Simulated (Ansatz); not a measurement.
# RbHfCl5: the cost of one run

Method: DFT PBE, scalar-relativistic, plane waves, PAW, in Ansatz 0.2.0.

## Step 1: The starting structure

Symmetry: P4/mmm, No. 123, tetragonal system. Conventional cell: a = 4.691 Å, b = 4.691 Å, c = 8.232 Å, α = 90.00°, β = 90.00°, γ = 90.00°. Rb (site symmetry 4/mmm) has 8 Cl at 2.94 Å as nearest neighbours. Around Hf (site symmetry 4/mmm) lie 12 Cl at 3.31 to 3.32 Å. Around Cl (site symmetry 2mm) lie 2 Rb at 2.94 Å and 2 Hf at 3.31 Å. Around Cl (site symmetry 4/mmm) lie 8 Cl at 3.31 Å and 4 Hf at 3.32 Å.

Structure file:

```
Rb Hf Cl
1.0
     4.69144    0.00000    0.00000
     0.00000    4.69144    0.00000
     0.00000    0.00000    8.23226
Rb Hf Cl
1 1 5
Direct
  0.00000 0.00000 0.50000
  0.50000 0.50000 0.00000
  0.00000 0.50000 0.28396
  0.00000 0.50000 0.71604
  0.50000 0.00000 0.28396
  0.50000 0.00000 0.71604
  0.00000 0.00000 0.00000
```

Recipe of the guess: species swapped into a database cell of TlPd5Se (P4/mmm, No. 123), with Hf on the Tl sites, Cl on the Pd sites and Rb on the Se sites. The dimensions are guesses.

## Step 2: Probe: one point on a coarse mesh

File input.yaml:

```yaml
crystal:
  lattice:
    - [4.69143639, 0.0, 0.0]
    - [0.0, 4.69143639, 0.0]
    - [0.0, 0.0, 8.23226273]
  atoms:
    - { symbol: Rb, position: [0.0, 0.0, 0.5] }
    - { symbol: Hf, position: [0.5, 0.5, 0.0] }
    - { symbol: Cl, position: [0.0, 0.5, 0.28396457] }
    - { symbol: Cl, position: [0.0, 0.5, 0.71603543] }
    - { symbol: Cl, position: [0.5, 0.0, 0.28396457] }
    - { symbol: Cl, position: [0.5, 0.0, 0.71603543] }
    - { symbol: Cl, position: [0.0, 0.0, 0.0] }
basis:
  ecutwfc: 420
kpoints:
  mp_grid: { grid: [4, 4, 2] }
hamiltonian:
  xc: pbe
scf:
  occupations: { method: gaussian, width: 0.1 }
  lower_state_search: "off"
output:
  forces: true
  stress: true
  eigenvalues: true
```

Run with:

```sh
ansatz run input.yaml --threads 1 --pin off --max-ram 2560MiB --backend cpu --events-out ev --progress --plain --runs-dir out
```

Q: Estimate wall time and peak memory on 1 thread of INTEL XEON PLATINUM 8581C at 2.10GHz (Emerald Rapids), shared host.

About 4.2 s, with a peak of 0.49 GiB.
